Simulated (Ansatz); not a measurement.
Predict the output of the script below (Ansatz 0.2.0, Python API).

The script, `ch3fssi_freq.py`:
```python
"""Harmonic frequencies of CH3FSSi at its relaxed geometry."""

import itertools

import ansatz as az
from ase import Atoms
from ase.data import atomic_numbers, covalent_radii
from ase.thermochemistry import IdealGasThermo
import numpy as np

geometry_ang = [
    ("F", (-1.9037, 0.0724, 0.4039)),
    ("C", (-0.8069, 0.0895, -0.387)),
    ("Si", (0.7644, 0.1985, 0.4269)),
    ("S", (-0.0553, -1.4199, -0.7055)),
    ("H", (-0.9645, 0.7301, -1.2559)),
    ("H", (1.0014, -0.3367, 1.8047)),
    ("H", (2.0258, 0.5981, -0.3328)),
]
molecule = az.Crystal.molecule()
for symbol, xyz in geometry_ang:
    molecule = molecule.atom(symbol, xyz)

calculation = (
    molecule.calculation()
    .basis(gaussian="def2-SVP")
    .functional("pbe0")
)
symbols = [site.symbol for site in molecule.cartesian_sites]
start = np.array([site.position_ang for site in molecule.cartesian_sites], dtype=float)
r = calculation.relax(force_tolerance=0.003, max_steps=100).run().report
end = np.array(r["positions_ang"])

# pairs closer than 1.2 times the sum of covalent radii, before or after
radius = [covalent_radii[atomic_numbers[s]] for s in symbols]
span = lambda where, i, j: np.linalg.norm(where[i] - where[j])
bonded = [(i, j) for i, j in itertools.combinations(range(len(symbols)), 2) if min(span(start, i, j), span(end, i, j)) < 1.2 * (radius[i] + radius[j])]
print("pair        before    after (A)")
for i, j in bonded:
    print(f"{symbols[i]}{i}-{symbols[j]}{j}".ljust(10), f"{span(start, i, j):8.4f} {span(end, i, j):8.4f}")

# same settings at the minimum
minimum = az.Crystal.molecule()
for symbol, place in zip(symbols, end):
    minimum = minimum.atom(symbol, place.tolist())
vibrating = (
    minimum.calculation()
    .basis(gaussian="def2-SVP")
    .functional("pbe0")
    .phonons(temperatures=(100, 500, 100))
)
vib = vibrating.run().report["vibrations"]
sums = vib["harmonic_sums"]
modes = [m["omega_inv_cm"] for m in sums["modes_at_gamma"] if m["rigid_motion"] == "no"]
for number, w in enumerate(modes, start=1):
    print(f"mode {number:2d} {w:9.1f} 1/cm {w / 8065.544 * 1000:8.2f} meV")
print("imaginary modes:", sum(w < 0 for w in modes), " zero-point energy:", round(sums["zero_point_energy_ev"], 4), "eV")
# rigid rotor and ideal gas, symmetry number taken as one
gas = IdealGasThermo(vib_energies=[w / 8065.544 for w in modes if w > 0], geometry="linear" if len(modes) == 3 * len(symbols) - 5 else "nonlinear",
                     atoms=Atoms(symbols, positions=end), symmetrynumber=1, spin=0.0)
print(f"H(298 K) - E = {gas.get_enthalpy(298.15, verbose=False):.4f} eV")
print(f"S(298 K, 1 bar) = {96485.33 * gas.get_entropy(298.15, 1e5, verbose=False):.1f} J/(mol K) with symmetry number 1")

# all hydrogen replaced by deuterium
heavier = vibrating.phonons(masses={"H": 2.014102}).run().report["vibrations"]["harmonic_sums"]
print("deuterated (1/cm):", " ".join(f"{m['omega_inv_cm']:.0f}" for m in heavier["modes_at_gamma"] if m["rigid_motion"] == "no"))
print("zero-point energy falls by", round(sums["zero_point_energy_ev"] - heavier["zero_point_energy_ev"], 4), "eV")
```

`python ch3fssi_freq.py` gives:
```text
pair        before    after (A)
F0-C1        1.3523   1.3552
C1-Si2       1.7729   1.8657
C1-S3        1.7160   1.8504
C1-H4        1.0910   1.0985
Si2-S3       2.1386   2.1114
Si2-H5       1.4970   1.4838
Si2-H6       1.5258   1.4862
mode  1     276.2 1/cm    34.24 meV
mode  2     342.7 1/cm    42.49 meV
mode  3     503.5 1/cm    62.42 meV
mode  4     559.9 1/cm    69.42 meV
mode  5     583.3 1/cm    72.32 meV
mode  6     626.3 1/cm    77.66 meV
mode  7     680.1 1/cm    84.32 meV
mode  8     787.2 1/cm    97.60 meV
mode  9     950.7 1/cm   117.87 meV
mode 10     999.4 1/cm   123.92 meV
mode 11    1151.0 1/cm   142.70 meV
mode 12    1323.9 1/cm   164.15 meV
mode 13    2262.9 1/cm   280.56 meV
mode 14    2288.3 1/cm   283.71 meV
mode 15    3156.3 1/cm   391.33 meV
imaginary modes: 0  zero-point energy: 1.0224 eV
H(298 K) - E = 1.1756 eV
S(298 K, 1 bar) = 297.2 J/(mol K) with symmetry number 1
deuterated (1/cm): 250 323 418 443 497 530 592 659 743 798 982 1171 1619 1657 2325
zero-point energy falls by 0.216 eV
```

The frequencies are harmonic and unscaled, in a modest basis. The result belongs to the one conformer reached from this start, and soft torsions count as harmonic oscillators. The entropy takes a symmetry number of 1; a symmetric molecule's is lower by R ln(sigma). Hardware and time: 3 min on 1 thread of Arm Neoverse V1, on a shared host, peak memory 0.28 GiB.

(Lines on the test bed's own set-up are left out of the output.)
